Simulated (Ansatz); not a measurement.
# Be2H3: the cost of one run

Program: Ansatz 0.2.0. Level of theory: DFT PBE, scalar-relativistic, plane waves, PAW. These are calculated values, not measurements.

## Step 1: The system as given

It takes space group P-3m1 (No. 164, trigonal). Conventional cell: a = 3.129 Å, b = 3.129 Å, c = 3.779 Å, α = 90.00°, β = 90.00°, γ = 120.00°. Be (site symmetry 3m) has 8 H at 1.84 to 2.02 Å and 3 Be at 2.09 Å as nearest neighbours. H (site symmetry -3m) is surrounded by 6 Be at 1.88 Å. Around H (site symmetry 3m) lie 5 Be at 1.84 to 2.02 Å.

Structure file:

```xyz
5
Lattice="3.1295 0.0000 0.0000 -1.5647 2.7102 0.0000 0.0000 0.0000 3.7785" Properties=species:S:1:pos:R:3 pbc="T T T"
Be    0.0000    1.8068    0.5214
Be    1.5647    0.9034    3.2571
H     0.0000    0.0000    0.0000
H     0.0000    1.8068    2.3616
H     1.5647    0.9034    1.4169
```

This is candidate A: Ga3Ni2 type (P-3m1, No. 164).

(A quick probe on a coarse mesh, which set the mesh and smearing, is not shown.)

## Step 3: A loose first relaxation (candidate A)

File input.yaml:

```yaml
crystal:
  lattice:
    - [3.1294576333, 0.0, 0.0]
    - [-1.5647288166, 2.7101898105, 0.0]
    - [0.0, 0.0, 3.7785314932]
  atoms:
    - { symbol: Be, position: [0.3333333333, 0.6666666667, 0.138] }
    - { symbol: Be, position: [0.6666666667, 0.3333333333, 0.862] }
    - { symbol: H, position: [0.0, 0.0, 0.0] }
    - { symbol: H, position: [0.3333333333, 0.6666666667, 0.625] }
    - { symbol: H, position: [0.6666666667, 0.3333333333, 0.375] }
basis:
  ecutwfc: 420
kpoints:
  mp_grid: { grid: [6, 6, 4] }
hamiltonian:
  xc: pbe
scf:
  occupations: { method: gaussian, width: 0.1 }
  lower_state_search: "off"
output:
  forces: true
  stress: true
  eigenvalues: true
relax:
  adjacent_minimum: "off"
  f_tol: 0.04
  max_steps: 70
  cell: { stress_tol: 0.4 }
```

The run is started by

```sh
> ansatz run input.yaml --threads 1 --pin off --max-ram 2560MiB --backend cpu --events-out ev --progress --plain --runs-dir out
```

What time and memory should one allow on 1 thread of Intel Xeon 6975P-C (Granite Rapids), shared host?

About 9.2 s, with a peak of 0.33 GiB.
